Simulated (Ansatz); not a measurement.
This script makes a test of the smearing width of SrSbPt, space group P-6m2 with Ansatz 0.2.0, Python API.

Script `smear_srsbpt.py`:
```python
"""How the energy of SrSbPt depends on the smearing."""

import csv

import ansatz as az
from pymatgen.core import Lattice, Structure
from pymatgen.io.ase import AseAtomsAdaptor

pmg_structure = Structure(
    Lattice([[4.507174, 0.0, 0.0], [-2.253587, 3.903327, 0.0], [0.0, 0.0, 4.639981]]),
    ["Sr", "Sb", "Pt"],
    [
        [0.0, 0.0, 0.0],
        [2 / 3, 1 / 3, 0.5],
        [1 / 3, 2 / 3, 0.5],
    ],
)
srsbpt = az.Crystal.from_ase(AseAtomsAdaptor.get_atoms(pmg_structure))

base = srsbpt.calculation()
base = base.functional("PBEsol").basis(14 * az.Ha)
base = base.kpoints(density=3.4)
base = base.scf(tolerance=1e-06)

rows = []
for value in [0.3, 0.2, 0.1, 0.05]:
    data = base.occupations("methfessel_paxton", width=value).run(threads=1).report
    rows.append((value, data["free_energy_ev"] / len(data["lattice"]["sites"]), data["n_iterations"], data["n_kpoints"]))

with open("smear.csv", "w", newline="") as handle:
    writer = csv.writer(handle)
    writer.writerow(["width (eV)", "F/atom (eV)", "iterations", "k-points"])
    writer.writerows([round(v, 5) if isinstance(v, float) else v for v in row] for row in rows)

# differences from the last row
for row in rows[:-1]:
    shift = 1000 * (row[1] - rows[-1][1])
    print(f"{row[0]}: {shift:+.2f} meV/atom" + ("  (within 5 meV)" if abs(shift) < 5 else ""))
```

How much does the free energy per atom change between the narrowest and the widest smearing, and why?

Going from 0.05 to 0.3 eV changes F by -6.1 meV an atom. This scheme is built to cancel the term in the square of the width, but that needs a smooth density of states and a fine mesh, and here a sizeable shift remains.

The run itself:

```console
$ python smear_srsbpt.py
DeckWarning: basis.ecutwfc = 380.959407443832 eV is below the records' recommended 420 eV, and the density's cutoff is lower with it unless basis.ecutrho_ratio is high enough to keep the records' density cutoff: compare with a run at a higher cutoff
0.3: -6.07 meV/atom
0.2: -3.56 meV/atom  (within 5 meV)
0.1: -0.95 meV/atom  (within 5 meV)
```
(Warnings from the package without file and line.)

It writes `smear.csv`:
```csv
width (eV),F/atom (eV),iterations,k-points
0.3,-7428.94583,7,21
0.2,-7428.94332,7,21
0.1,-7428.94071,7,21
0.05,-7428.93976,7,21
```

What to keep in mind:
- The cutoff lies under the one recommended for these potentials.
- The mesh is modest for a metal, so energies can be off by several to tens of meV an atom and pressures by half a GPa or more; differences at equal mesh fare better.
- The narrowest width needs the finest mesh, so the last row is no converged reference.
- Spin-orbit coupling, which matters for elements this heavy, is left out.
- The structure comes from a database of computed cells and needn't be a stable or known phase.
- Wall time of the script: 23 s on 1 thread of Arm Neoverse N1 (shared host), peak memory 0.48 GiB.
